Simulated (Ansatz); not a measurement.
**C2H7NOSn: small, medium and large basis sets**

How large a basis does C2H7NOSn need? Two functionals are run in growing sets.

Method: one geometry, several basis sets; program: Ansatz 0.2.0, Gaussian basis.

Plan: PBE0-D4/def2-SVP; ωB97M-V/def2-SVP; PBE0-D4/def2-QZVPP; ωB97M-V/def2-QZVPP; the functionals' def2-TZVPP values are taken from earlier runs.

## Step 1: Structure used throughout

An earlier PBE0-D4 in a triple-zeta def2 set relaxation fixed the geometry. Sn takes the def2 core potential; no spin-orbit term is included.

SMILES `C[N](C)[Sn][OH]`, 12 atoms, charge 0, spin multiplicity 1.

Atoms are counted from 1 here; the program's logs count them from 0.

Bond lengths: C1–N2 1.436 Å, C1–H6 1.100 Å, C1–H7 1.100 Å, C1–H8 1.092 Å, N2–C3 1.440 Å, N2–Sn4 2.038 Å, C3–H9 1.100 Å, C3–H10 1.095 Å, C3–H11 1.100 Å, Sn4–O5 1.984 Å, O5–H12 0.960 Å. Angles: N2–C1–H6 111.4°, N2–C1–H7 111.9°, N2–C1–H8 111.4°, H6–C1–H7 107.1°, H6–C1–H8 107.1°, H7–C1–H8 107.6°, C1–N2–C3 112.4°, C1–N2–Sn4 128.4°, C3–N2–Sn4 119.2°, N2–C3–H9 111.9°, N2–C3–H10 110.8°, N2–C3–H11 111.8°, H9–C3–H10 107.5°, H9–C3–H11 107.1°, H10–C3–H11 107.5°, N2–Sn4–O5 99.1°, Sn4–O5–H12 118.2°.

## Step 2: PBE0-D4 in def2-SVP

in.yaml

```yaml
crystal:
  periodic: [false, false, false]
  atoms:
    - {symbol: C, position_ang: [-0.801895, 0.680843, -0.281580]}
    - {symbol: N, position_ang: [0.262212, -0.158440, 0.192319]}
    - {symbol: C, position_ang: [0.962556, 0.422043, 1.308983]}
    - {symbol: Sn, position_ang: [0.854496, -1.974146, -0.519329]}
    - {symbol: O, position_ang: [-0.397807, -2.135310, -2.050147]}
    - {symbol: H, position_ang: [-1.519958, 0.910079, 0.519848]}
    - {symbol: H, position_ang: [-0.427858, 1.641906, -0.665197]}
    - {symbol: H, position_ang: [-1.362356, 0.199213, -1.085913]}
    - {symbol: H, position_ang: [1.423854, 1.386029, 1.047894]}
    - {symbol: H, position_ang: [1.761950, -0.241637, 1.654410]}
    - {symbol: H, position_ang: [0.291648, 0.604763, 2.161403]}
    - {symbol: H, position_ang: [-0.969841, -1.390345, -2.248690]}
basis:
  gaussian: {orbitals: def2-SVP}
hamiltonian: {xc: pbe0, dispersion: d4}
output: {orbitals: {seedname: orbitals}}
```

Command:

```bash
> ansatz run in.yaml --threads 4 --pin off --events-out ev --progress --plain --max-ram 10444MiB
```

The runs that follow: ωB97M-V in def2-SVP; PBE0-D4 in def2-QZVPP; ωB97M-V in def2-QZVPP.

**Question.** What will the summary of the whole plan be? Wanted: PBE0-D4: double and triple zeta above quadruple; ωB97M-V: double and triple zeta above quadruple.

**Answer**, as computed:

| quantity | value |
| --- | --- |
| PBE0-D4: double and triple zeta above quadruple | 7.46, 0.40 eV |
| ωB97M-V: double and triple zeta above quadruple | 7.75, 0.40 eV |

What this shows: For PBE0-D4 the step from double to triple zeta gains 7.06 eV and the next only 0.40 eV. Total energies overstate the basis error of differences, where much of it tends to cancel.
